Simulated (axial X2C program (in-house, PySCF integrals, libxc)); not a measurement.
# PdF: the levels of the configuration d8 s1 p(π)0

Aim: the spin–orbit levels of PdF that arise from the configuration d8 s1 p(π)0 of Pd, and how they move with the bond.

The runs use an in-house X2C program for linear molecules on PySCF integrals; two-component X2C, average-of-configuration Hartree–Fock and CI in the open shells.

All values are calculated.

## (1) The job

task.json

```json
{"zs": [46, 9], "q": 0, "bas": ["dyall-v4z", "dyall-v4z"], "r0": 1.84, "metal": 0, "shells": [[2, [0, 1, 2], 8], [0, [0], 1], [1, [1], 0]], "fix": 0, "emax": 3.2, "nroots": 4}
```

Keys: zs atomic numbers; q charge; bas basis sets; r0 starting distance in Å; metal index of the metal atom; shells open shells as [l, |m| values, electrons]; fix electron count of the first shell held; emax energy window in eV; nroots roots for each Ω.

Launch:

```console
python soci.py task.json out
```

Two-component X2C with atomic mean-field Coulomb and Gaunt terms, basis Pd dyall-v4z, F dyall-v4z (cores contracted in-house). Orbitals come from Hartree–Fock averaged over the configuration Pd d8 s1 p(π)0; CI then distributes these electrons over the d, s, p(π) shells of Pd.

## (2) CI at R = 1.978 Å

Q: Predict the outcome of this session. Wanted: lowest level of the model; next level; lowest curve, Re and ωe.

As calculated:

| quantity | value |
| --- | --- |
| lowest level of the model | Ω = 1/2, g∥ = 1.63, 89% d9 + 7% d8 s1 |
| next level | Ω = 5/2, 683 cm⁻¹ higher |
| lowest curve, Re and ωe | 1.963 Å, 487.1 cm⁻¹ |

What this shows: In the lowest level ⟨Sz⟩ = 0.31 and ⟨Lz⟩ = 0.19; its leading determinant has weight 0.83 among 1593. From 1.978 to 2.225 Å the gap from the lowest to the fifth level goes from 1011 to 2118 cm⁻¹. Without dynamic correlation distances can be off by several hundredths of an Å, and the wavenumbers are rough. There is no dynamic correlation: spin–orbit spacings and, for f shells, spacings inside one term are the most reliable numbers, splittings between terms come out too wide, and energies between configurations are not reliable, so the lowest level need not be the ground state of the molecule. The lowest levels belong to d9, not to the averaged configuration, so orbitals and distance suit them less well. For d shells the ligand-field splittings (σ, π, δ) and their order can be off by a thousand cm⁻¹ or more. At most 4 roots were kept for each Ω > 0 (twice that for Ω = 0) within 3.2 eV of the lowest, so higher up levels can be missing between those listed; levels with Ω > 0 are doubly degenerate and listed once, Ω = 0 levels singly. States that fill the shells left empty in the average are placed too high.
